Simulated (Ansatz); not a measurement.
# GaP: properties at the relaxed cell

One table from this session's results is given with a row withheld; the runs are named, their logs left out.

Computed with Ansatz 0.2.0 (DFT r2SCAN, scalar-relativistic, plane waves, PAW, unless a step's input says otherwise).

1 further run of the same task is left out (set aside as unsound or not needed).

## Starting point

The structure is cubic, space group F-43m (No. 216). Conventional cell: a = 5.451 Å, b = 5.451 Å, c = 5.451 Å, α = 90.00°, β = 90.00°, γ = 90.00°. Around Ga (site symmetry -43m) lie 4 P at 2.36 Å. Around P (site symmetry -43m) lie 4 Ga at 2.36 Å.

As a file:

```
Ga P
1.0
     0.00000    2.72525    2.72525
     2.72525    0.00000    2.72525
     2.72525    2.72525    0.00000
Ga P
1 1
Direct
  0.00000 0.00000 0.00000
  0.25000 0.25000 0.25000
```

It is the result of an earlier relaxation at this level (volume 20.24 Å³/atom; gap on the mesh: 1.89 eV).

The first run:

The input, input.yaml:

```yaml
crystal:
  lattice:
    - [0.0, 2.72525, 2.72525]
    - [2.72525, 0.0, 2.72525]
    - [2.72525, 2.72525, 0.0]
  atoms:
    - { symbol: Ga, position: [0.0, 0.0, 0.0] }
    - { symbol: P, position: [0.25, 0.25, 0.25] }
basis:
  ecutwfc: 500
kpoints:
  mp_grid: { grid: [8, 8, 8] }
  band_path:
    path:
      - [[0.0, 0.0, 0.0], [-0.5, -0.5, 0.0], [-0.375, -0.375, 0.25]]
      - [[-0.375, 0.0, 0.375], [0.0, 0.0, 0.0], [0.0, 0.0, 0.5], [-0.5, -0.25, 0.25], [-0.5, -0.5, 0.0]]
    npoints: 14
hamiltonian:
  xc: r2scan
scf:
  occupations: { method: gaussian, width: 0.02 }
  n_extra_bands: 6
output:
  forces: true
  stress: true
  eigenvalues: true
  populations: true
  dos: { projected: true, de: 0.02, nscf_kmesh: { grid: [12, 12, 12] } }
  bader: true
  write_density: true
  write_potential: true
  elf: true
  volumetric_format: npy
```

Run with:

```
$ ansatz run input.yaml --threads 1 --pin off --max-ram 2560MiB --backend cpu --events-out ev --progress --plain --runs-dir out
```

Among the steps run: Electronic structure at the relaxed geometry; Seeking the band edges over the whole zone; Eigenvalues a small step from each edge; The cell as listed, for comparison; Dielectric function, independent particles; The cell scaled to 0.97 of its volume; Point at V/V0 = 1.03; Point at V/V0 = 0.94; Point at V/V0 = 1.06; Point at V/V0 = 0.91; Point at V/V0 = 1.10; The cell scaled to 0.88 of its volume.

One table of the session follows, with a row left open; its other results are not shown here.

It belongs to the step «Fit of the equation of state». 

```
volume (Å³/atom)  energy above the lowest point (meV/atom)  pressure (GPa)  gap on the mesh (eV)
          17.812                                     101.1           14.88                  1.61
          18.419                                      53.8           10.23                  1.70
          19.026                                      22.7            6.28                  1.77
          19.633                                       5.4            2.91                  1.84
          20.240                                       0.0            0.04                  1.89
          20.848                                         ?               ?                     ?
          21.455                                      17.7           -4.46                  1.85
          22.264                                      46.2           -6.74                  1.54
```

Estimate the missing values for volume (Å³/atom) = 20.848.

Worked estimate for «energy above the lowest point (meV/atom)». A straight line through the neighbours (20.240, 0.0) and (21.455, 17.7) gives 0.0 + (17.7 − 0.0) × (20.848 − 20.240) / (21.455 − 20.240) = 8.9; a parabola fitted to 4 rows on both sides gives 4.8.

**Answer.** energy above the lowest point (meV/atom): 4.6; pressure (GPa): -2.39; gap on the mesh (eV): 1.94. In «energy above the lowest point (meV/atom)» the line misses by +4.3 and the parabola by +0.2.

To keep in mind: Absorption along x passes 10⁴ cm⁻¹ at 2.6 eV, beside a least direct gap of 2.37 eV on the SCF mesh; the indirect gap of 1.89 eV gives no absorption without phonons. The gap on the mesh goes from 1.61 eV at the smallest volume to 1.54 eV at the largest, through a peak of 1.94 eV between.
